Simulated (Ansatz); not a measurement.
# Cl3HSi: the cost of one run

Method: PBE0-D4/def2-TZVP structures, single points in def2-TZVPP, no counterpoise correction; program: Ansatz 0.2.0, Gaussian basis.

Levels: SPW92, PBE-D4, BLYP-D4, r2SCAN-D4, B97M-V, PBE0-D4, B3LYP-D4, r2SCAN0-D4, BHLYP-D4, CAM-B3LYP-D4, wB97X-V, wB97M-V, B2PLYP, PBE-QIDH, RPA on PBE, Hartree-Fock, MP2, CCSD, CCSD(T).

Cores are frozen in the correlated methods. B3LYP uses VWN-RPA correlation. B2PLYP carries no dispersion term here.

94 further runs of the same task are left out: 94 set aside as unsound or not needed.

### 1 The starting structure

The complex: 11 atoms, charge 0, spin multiplicity 1.

Atoms are counted from 1 here; the program's logs count them from 0.

Bond lengths: Si1–H2 1.465 Å, Si1–Cl3 2.035 Å, Si1–Cl4 2.040 Å, Si1–Cl5 2.032 Å, H6–O7 0.959 Å, O7–Si8 1.653 Å, Si8–H9 1.480 Å, Si8–H10 1.487 Å, Si8–H11 1.488 Å. Angles: H2–Si1–Cl3 109.0°, H2–Si1–Cl4 110.7°, H2–Si1–Cl5 111.1°, Cl3–Si1–Cl4 107.8°, Cl3–Si1–Cl5 108.4°, Cl4–Si1–Cl5 109.7°, H6–O7–Si8 117.8°, O7–Si8–H9 105.7°, O7–Si8–H10 111.6°, O7–Si8–H11 111.0°, H9–Si8–H10 110.3°, H9–Si8–H11 109.9°, H10–Si8–H11 108.3°.

Coordinates:

```xyz
11

Si   -0.09347   -1.42135   -1.65347
H     1.24497   -0.83231   -1.57360
Cl   -0.25994   -2.45824   -3.39698
Cl   -0.39869   -2.72886   -0.11757
Cl   -1.52963    0.01546   -1.62380
H     0.63202   -0.56239    1.55091
O     0.75866    0.18323    0.96180
Si    0.06074    1.62190    1.38027
H     0.31603    2.53698    0.24540
H    -1.40171    1.47515    1.60564
H     0.67113    2.17053    2.62162
```

Its parts: SiHCl₃ holds atoms 1, 2, 3, 4, 5; SiH₄O holds atoms 6, 7, 8, 9, 10, 11. Each part counts its atoms afresh in its own runs.

### 2 Relaxing SiHCl₃ alone

Input file relax-a/in.yaml:

```yaml
crystal:
  periodic: [false, false, false]
  atoms:
    - {symbol: Si, position_ang: [-0.093473, -1.421352, -1.653473]}
    - {symbol: H, position_ang: [1.244966, -0.832312, -1.573604]}
    - {symbol: Cl, position_ang: [-0.259935, -2.458245, -3.396981]}
    - {symbol: Cl, position_ang: [-0.398692, -2.728858, -0.117573]}
    - {symbol: Cl, position_ang: [-1.529633, 0.015463, -1.623797]}
basis:
  gaussian: {orbitals: def2-TZVP}
hamiltonian: {xc: pbe0, dispersion: d4}
relax: {f_tol: 0.005, max_steps: 200}
```

Launch:

```sh
$ ansatz run in.yaml --threads 4 --pin off --events-out ev --progress --plain --max-ram 66560MiB --backend cuda --devices 0, --max-vram 37GiB
```

Q: Estimate wall time and peak memory on 1 × a share of an NVIDIA H100 with 4 threads of AMD EPYC 7R13, shared host.

About 22 s, with a peak of 0.84 GiB on the host.
